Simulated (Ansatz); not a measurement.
**CH5FSeSn: rigid scan of one bond length**

Program: the Python package of Ansatz 0.2.0. Level of theory: Hartree-Fock/def2-SVP. These are calculated values, not measurements.

### Step 1. Starting point

Bond lengths: C1–Se2 1.877 Å, Se2–Sn3 2.557 Å, Sn3–F4 1.854 Å, C1–H5 1.135 Å, C1–H6 1.138 Å, C1–H7 1.146 Å, Sn3–H8 1.788 Å, Sn3–H9 1.789 Å. Angles: C1–Se2–Sn3 90.5°, Se2–C1–H5 112.8°, Se2–C1–H6 113.4°, Se2–C1–H7 110.8°, H5–C1–H6 108.0°, H5–C1–H7 106.5°, H6–C1–H7 104.8°, Se2–Sn3–F4 109.3°, Se2–Sn3–H8 107.1°, Se2–Sn3–H9 109.1°, F4–Sn3–H8 110.2°, F4–Sn3–H9 112.9°, H8–Sn3–H9 108.1°.

No structure file is read: the coordinates are typed or built in the script.

### Step 2. The script

ch5fsesn.py reads:

```python
'''Potential curve of CH5FSeSn along one bond.'''

from dataclasses import dataclass

import ansatz as az
import matplotlib.pyplot as plt
import numpy as np


@dataclass(frozen=True)
class Options:
    basis_set: str = 'def2-SVP'
    functional: str = 'hf'


cfg = Options()


def main() -> None:
    geometry_ang = [
        ('C', (-0.0883, 1.3078, -0.9246)),
        ('Se', (1.4683, 0.2906, -0.6677)),
        ('Sn', (0.1979, -1.3001, 0.8795)),
        ('F', (-1.1552, -2.1327, -0.0768)),
        ('H', (-0.9289, 0.7135, -1.4024)),
        ('H', (-0.4867, 1.7729, 0.0346)),
        ('H', (0.1169, 2.1971, -1.6178)),
        ('H', (1.3731, -2.5131, 1.4674)),
        ('H', (-0.4087, -0.3823, 2.2907)),
    ]
    system = az.Crystal.molecule()
    for symbol, xyz in geometry_ang:
        system = system.atom(symbol, xyz)

    symbols = [site.symbol for site in system.cartesian_sites]
    start = np.array([site.position_ang for site in system.cartesian_sites])
    axis = (start[3] - start[2]) / np.linalg.norm(start[3] - start[2])
    moving = [3]
    lengths, energies = [1.632, 1.706, 1.78, 1.854, 1.929, 2.003, 2.077, 2.188], []
    for length in lengths:
        xyz = start.copy()
        xyz[moving] += (length - np.linalg.norm(start[3] - start[2])) * axis
        point = az.Crystal.molecule()
        for symbol, xyz in zip(symbols, xyz):
            point = point.atom(symbol, xyz.tolist())
        calc = (
            point.calculation()
            .basis(gaussian=cfg.basis_set)
            .functional(cfg.functional)  # level of theory
        )
        report = calc.run(threads=1, pin='off').report
        energies.append(report['free_energy_ev'])
        print(f'r = {length:6.3f} A  E = {energies[-1]:.5f} eV  <S^2> = {abs(report["mean_field"]["state"]["spin_squared"]):.3f}')

    # quartic fit about the minimum
    fit = np.polynomial.Polynomial.fit(lengths, np.array(energies) - min(energies), 4).convert()
    roots = [r.real for r in fit.deriv().roots() if abs(r.imag) < 1e-9 and fit.deriv(2)(r.real) > 0]
    r_e = min(roots, key=lambda r: abs(r - lengths[int(np.argmin(energies))]))
    print(f'minimum of the fit at {r_e:.4f} A, force constant {fit.deriv(2)(r_e):.2f} eV/A^2')
    plt.figure(figsize=(4.5, 3))
    plt.plot(lengths, np.array(energies) - min(energies), 'o-')
    plt.xlabel('bond length (A)')
    plt.ylabel('E - E(min) (eV)')
    plt.tight_layout()
    plt.savefig('scan.png', dpi=100)


if __name__ == '__main__':
    main()
```

### Step 3. What the engine is handed

The engine receives this input (first run):

```yaml
crystal:
  periodic: [false, false, false]
  atoms:
    - { symbol: C, position_ang: [-0.0883, 1.3078, -0.9246] }
    - { symbol: Se, position_ang: [1.4683, 0.2906, -0.6677] }
    - { symbol: Sn, position_ang: [0.1979, -1.3001, 0.8795] }
    - { symbol: F, position_ang: [-0.9929538291282332, -2.032865426156357, 0.03786707058212303] }
    - { symbol: H, position_ang: [-0.9289, 0.7135, -1.4024] }
    - { symbol: H, position_ang: [-0.4867, 1.7729, 0.0346] }
    - { symbol: H, position_ang: [0.1169, 2.1971, -1.6178] }
    - { symbol: H, position_ang: [1.3731, -2.5131, 1.4674] }
    - { symbol: H, position_ang: [-0.4087, -0.3823, 2.2907] }
basis:
  gaussian:
    orbitals: def2-SVP
hamiltonian:
  xc: hf
```

### Step 4. The run

Started as:

```sh
$ python ch5fsesn.py
```

**Question.** How long does this script take on 1 thread of Arm Neoverse V2, shared host, and how much memory does it need?

About 17 s, with a peak of 0.35 GiB.
